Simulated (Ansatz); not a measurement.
# SeOF₂: geometry at several levels

An exercise on one series of results from a longer session: the logs are not shown, and one member is left open.

Computed with Ansatz 0.2.0 (the levels named in each step, unless a step's input says otherwise).

## The starting structure

Bond lengths: O1–Se2 1.523 Å, Se2–F3 1.825 Å, Se2–F4 1.825 Å. Angles: O1–Se2–F3 102.8°, O1–Se2–F4 102.8°, F3–Se2–F4 90.5°.

Coordinates:

```xyz
4

O    -0.1827    1.4034   -0.4863
Se   -0.0169    0.1290    0.3304
F     1.3967   -0.6917   -0.4820
F    -1.1731   -1.0265   -0.4815
```

The first run:

File input.yaml:

```yaml
crystal:
  periodic: [false, false, false]
  atoms:
    - { symbol: O, position_ang: [-0.1827, 1.40335, -0.48634] }
    - { symbol: Se, position_ang: [-0.01687, 0.12904, 0.33036] }
    - { symbol: F, position_ang: [1.39668, -0.69172, -0.48199] }
    - { symbol: F, position_ang: [-1.17306, -1.02646, -0.48147] }
basis:
  gaussian: { orbitals: def2-SVP }
hamiltonian:
  xc: pbe
  dispersion: d4
relax:
  f_tol: 0.03
  max_steps: 200
```

On the command line:

```bash
ansatz run input.yaml --threads 2 --pin off --max-ram 5120MiB --backend cpu --events-out ev --progress --plain --runs-dir out
```

Steps of the session up to this table: A rough first relaxation, PBE-D4/def2-SVP; Relaxation, HF/STO-3G; Relaxation, HF/def2-SVP; Relaxation, LDA/def2-SVP; Relaxation, PBE-D4/def2-SVP; Relaxation, PBE0-D4/def2-TZVPP; Relaxation, MP2/def2-TZVPP.

One of the session's tables, all rows but one given; the rest of the session is left out.

```
             level  O1–Se2 (Å)  Se2–F3 (Å)  Se2–F4 (Å)  dipole (D)
         HF/STO-3G      1.8173      1.7669      1.7669        2.57
       HF/def2-SVP      1.5480      1.7052      1.7052        3.34
      LDA/def2-SVP      1.5884      1.7545      1.7545        2.50
   PBE-D4/def2-SVP      1.6050      1.7862      1.7862        2.53
PBE0-D4/def2-TZVPP           ?           ?           ?           ?
    MP2/def2-TZVPP      1.5795      1.7346      1.7346        2.68
```

**Question.** Estimate the row for PBE0-D4/def2-TZVPP.

As computed: O1–Se2 (Å): 1.5751; Se2–F3 (Å): 1.7331; Se2–F4 (Å): 1.7331; dipole (D): 2.76. In the column «O1–Se2 (Å)» it lies between HF/def2-SVP (1.5480) and MP2/def2-TZVPP (1.5795).
